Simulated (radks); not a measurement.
# Taking charge from the 5s level of Sn in fractions

What happens to E and to the 5s eigenvalue of Sn when a fraction of an electron is removed? The exact functional would give straight lines between whole numbers for a frontier level.

Method: scalar-relativistic Kohn-Sham, PBE, spin-polarised, spherical densities, finite nucleus; open shells are filled with parallel spins first. Code: radks (a radial shooting solver on a logarithmic mesh, Libxc functionals) version 1.

## Step 1: The atom as given

| Property | Result |
| --- | --- |
| element | tin (Z = 50) |
| charge | 0 |
| electrons | 50 |
| configuration | [Kr] 4d10 5s(up 1, down 1) 5p2 |
| nuclear rms radius | 4.6519 fm |

In the logs a row gives level, spin channel, occupation and eigenvalue; Etot, Ekin, Encl (electron-nucleus), Eh (Hartree) and Exc are energies, all in hartree; err is the last residual, it the number of iterations.

A shell typed twice in an input gives spin up, then spin down.

## Step 2: Start: [Kr] 4d10 5s(up 1, down 1) 5p2

Input:

```text
Z 50
configuration [Kr] 4d10 5s1 5s1 5p2
relativity scalar-relativistic
functional pbe,pbe
spin polarised
nucleus finite rms 4.6519 fm
c 137.035999084
```

Standard output:

```text
1s      1   1.0000       -1066.18081634
2s      1   1.0000        -160.95190273
2p      1   3.0000        -144.49095669
3s      1   1.0000         -31.05496817
3p      1   3.0000         -25.67509453
3d      1   5.0000         -17.39221381
4s      1   1.0000          -4.91646599
4p      1   3.0000          -3.29146360
4d      1   5.0000          -0.94647493
5s      1   1.0000          -0.40315447
5p      1   2.0000          -0.15276871
1s      2   1.0000       -1066.17968751
2s      2   1.0000        -160.95163900
2p      2   3.0000        -144.49018975
3s      2   1.0000         -31.05407096
3p      2   3.0000         -25.67406489
3d      2   5.0000         -17.39129708
4s      2   1.0000          -4.91436959
4p      2   3.0000          -3.28915641
4d      2   5.0000          -0.94035467
5s      2   1.0000          -0.35930537
5p      2   0.0000          -0.10513198
Etot -6177.064629407247
Ekin 6448.973962842101
Encl -14937.215418578511
Eh 2475.9680102169245
Exc -164.79118388776087
err 2.293995801084054e-09
it 16
```

5p up is the highest filled level (-4.157 eV).

Sizes of the orbitals, from the radial functions (bohr):

| level | occupation | energy (eV) | <r> | outermost maximum (interpolated) | 90 % within | nodes |
| --- | --- | --- | --- | --- | --- | --- |
| 4p up | 3 | -89.565 | 0.8861 | 0.788 | 1.30 | 2 |
| 4p down | 3 | -89.503 | 0.8856 | 0.788 | 1.30 | 2 |
| 4d up | 5 | -25.755 | 1.103 | 0.887 | 1.72 | 1 |
| 4d down | 5 | -25.588 | 1.096 | 0.887 | 1.70 | 1 |
| 5s up | 1 | -10.970 | 2.407 | 2.03 | 3.57 | 4 |
| 5s down | 1 | -9.777 | 2.385 | 2.00 | 3.55 | 4 |
| 5p up | 2 | -4.157 | 3.205 | 2.57 | 4.91 | 3 |
| 5p down | 0 | -2.861 | 3.268 | 2.55 | 5.07 | 3 |

The radial density on a logarithmic grid:

| r (bohr) | 4πr²ρ (e/bohr) |
| --- | --- |
| 0.00135 | 2.661 |
| 0.00210 | 5.601 |
| 0.00329 | 11.45 |
| 0.00511 | 21.65 |
| 0.00800 | 37.36 |
| 0.0124 | 54.74 |
| 0.0194 | 64.43 |
| 0.0302 | 59.33 |
| 0.0469 | 57.55 |
| 0.0734 | 77.65 |
| 0.114 | 75.51 |
| 0.178 | 57.06 |
| 0.277 | 67.50 |
| 0.433 | 31.70 |
| 0.673 | 22.23 |
| 1.04 | 17.46 |
| 1.63 | 5.033 |
| 2.54 | 1.915 |
| 3.97 | 0.5681 |
| 6.17 | 0.06442 |

## Step 3: 0.25 electron removed from 5s

Input:

```text
Z 50
configuration [Kr] 4d10 5s1 5s0.75 5p2
relativity scalar-relativistic
functional pbe,pbe
spin polarised
nucleus finite rms 4.6519 fm
c 137.035999084
```

Standard output:

```text
1s      1   1.0000       -1066.26232187
2s      1   1.0000        -161.03275501
2p      1   3.0000        -144.57184926
3s      1   1.0000         -31.13609087
3p      1   3.0000         -25.75622223
3d      1   5.0000         -17.47328082
4s      1   1.0000          -4.99789395
4p      1   3.0000          -3.37295724
4d      1   5.0000          -1.02805181
5s      1   1.0000          -0.47772985
5p      1   2.0000          -0.21820316
1s      2   1.0000       -1066.26074604
2s      2   1.0000        -161.03231974
2p      2   3.0000        -144.57083813
3s      2   1.0000         -31.13480302
3p      2   3.0000         -25.75478282
3d      2   5.0000         -17.47200404
4s      2   1.0000          -4.99493231
4p      2   3.0000          -3.36956124
4d      2   5.0000          -1.01923824
5s      2   0.7500          -0.42378656
5p      2   0.0000          -0.16177210
Etot -6176.966828634698
Ekin 6448.874643449748
Encl -14933.078546706323
Eh 2471.9757730160245
Exc -164.73869839414706
err 2.548344420005361e-09
it 15
```

E − E(step 2, start: [Kr] 4d10 5s(up 1, down 1) 5p2) = +2.661 eV. 5p up is the highest filled level (-5.938 eV).

## Step 4: 0.5 electron removed from 5s

Input:

```text
Z 50
configuration [Kr] 4d10 5s1 5s0.5 5p2
relativity scalar-relativistic
functional pbe,pbe
spin polarised
nucleus finite rms 4.6519 fm
c 137.035999084
```

Standard output:

```text
1s      1   1.0000       -1066.34806219
2s      1   1.0000        -161.11776195
2p      1   3.0000        -144.65690096
3s      1   1.0000         -31.22136716
3p      1   3.0000         -25.84150355
3d      1   5.0000         -17.55849781
4s      1   1.0000          -5.08345950
4p      1   3.0000          -3.45858734
4d      1   5.0000          -1.11370650
5s      1   1.0000          -0.55546490
5p      1   2.0000          -0.28698724
1s      2   1.0000       -1066.34602416
2s      2   1.0000        -161.11714609
2p      2   3.0000        -144.65563721
3s      2   1.0000         -31.21967351
3p      2   3.0000         -25.83963910
3d      2   5.0000         -17.55684699
4s      2   1.0000          -5.07956640
4p      2   3.0000          -3.45400269
4d      2   5.0000          -1.10202742
5s      2   0.5000          -0.49153973
5p      2   0.0000          -0.22145147
Etot -6176.85249469137
Ekin 6448.758760849718
Encl -14928.725638242526
Eh 2467.7987218560115
Exc -164.6843391545747
err 2.0370695710939044e-09
it 15
```

Energy against step 2 (start: [Kr] 4d10 5s(up 1, down 1) 5p2): +5.772 eV. The top filled level is 5p up, -7.809 eV.

## Step 5: 0.75 electron removed from 5s

Input:

```text
Z 50
configuration [Kr] 4d10 5s1 5s0.25 5p2
relativity scalar-relativistic
functional pbe,pbe
spin polarised
nucleus finite rms 4.6519 fm
c 137.035999084
```

Standard output:

```text
1s      1   1.0000       -1066.43754683
2s      1   1.0000        -161.20643859
2p      1   3.0000        -144.74562638
3s      1   1.0000         -31.31030661
3p      1   3.0000         -25.93044820
3d      1   5.0000         -17.64737588
4s      1   1.0000          -5.17266037
4p      1   3.0000          -3.54784789
4d      1   5.0000          -1.20292566
5s      1   1.0000          -0.63589874
5p      1   2.0000          -0.35860781
1s      2   1.0000       -1066.43502934
2s      2   1.0000        -161.20562936
2p      2   3.0000        -144.74409798
3s      2   1.0000         -31.30818874
3p      2   3.0000         -25.92813985
3d      2   5.0000         -17.64533266
4s      2   1.0000          -5.16774862
4p      2   3.0000          -3.54194992
4d      2   5.0000          -1.18820341
5s      2   0.2500          -0.56230597
5p      2   0.0000          -0.28352264
Etot -6176.720840675461
Ekin 6448.625460360598
Encl -14924.181039539202
Eh 2463.4633179247694
Exc -164.62857942162523
err 1.8776463742250266e-09
it 15
```

Energy against step 2 (start: [Kr] 4d10 5s(up 1, down 1) 5p2): +9.355 eV. The top filled level is 5p up, -9.758 eV.

## Step 6: 1 electron removed from 5s

Input:

```text
Z 50
configuration [Kr] 4d10 5s1 5s0 5p2
relativity scalar-relativistic
functional pbe,pbe
spin polarised
nucleus finite rms 4.6519 fm
c 137.035999084
```

Standard output:

```text
1s      1   1.0000       -1066.53041892
2s      1   1.0000        -161.29842324
2p      1   3.0000        -144.83766445
3s      1   1.0000         -31.40254749
3p      1   3.0000         -26.02269448
3d      1   5.0000         -17.73955292
4s      1   1.0000          -5.26513058
4p      1   3.0000          -3.64037448
4d      1   5.0000          -1.29535685
5s      1   1.0000          -0.71875622
5p      1   2.0000          -0.43272299
1s      2   1.0000       -1066.52740162
2s      2   1.0000        -161.29740849
2p      2   3.0000        -144.83585895
3s      2   1.0000         -31.39998513
3p      2   3.0000         -26.01992143
3d      2   5.0000         -17.73709793
4s      2   1.0000          -5.25910870
4p      2   3.0000          -3.63303564
4d      2   5.0000          -1.27741732
5s      2   0.0000          -0.63276066
5p      2   0.0000          -0.34046995
Etot -6176.571326688037
Ekin 6448.474140853871
Encl -14919.46219972258
Eh 2458.9887167075203
Exc -164.57198452684867
err 2.023027840011878e-09
it 15
```

E − E(step 2, start: [Kr] 4d10 5s(up 1, down 1) 5p2) = +13.423 eV. Highest occupied level: 5p up at -11.775 eV.

## Step 7: Results

| removed (e) | E − E(0) (eV) | eigenvalue (eV) | E minus straight line (eV) |
| --- | --- | --- | --- |
| 0 | 0.000 | -9.777 | 0.000 |
| 0.25 | 2.661 | -11.532 | -0.695 |
| 0.5 | 5.772 | -13.375 | -0.939 |
| 0.75 | 9.355 | -15.301 | -0.713 |
| 1 | 13.423 | -17.218 | 0.000 |

**Reading.** Removing the whole electron costs 13.423 eV, against 9.777 eV from minus the starting eigenvalue. Slater's transition state, half an electron removed, gives 13.375 eV. The trapezoid integral of minus the eigenvalue gives 13.427 eV over the range, against 13.423 eV from the energies (Janak's theorem; approximate here, since the scalar-relativistic density holds large components alone). The eigenvalue moves by 7.44 eV per electron. E bends below the straight line by 0.94 eV at 0.5 electron removed.
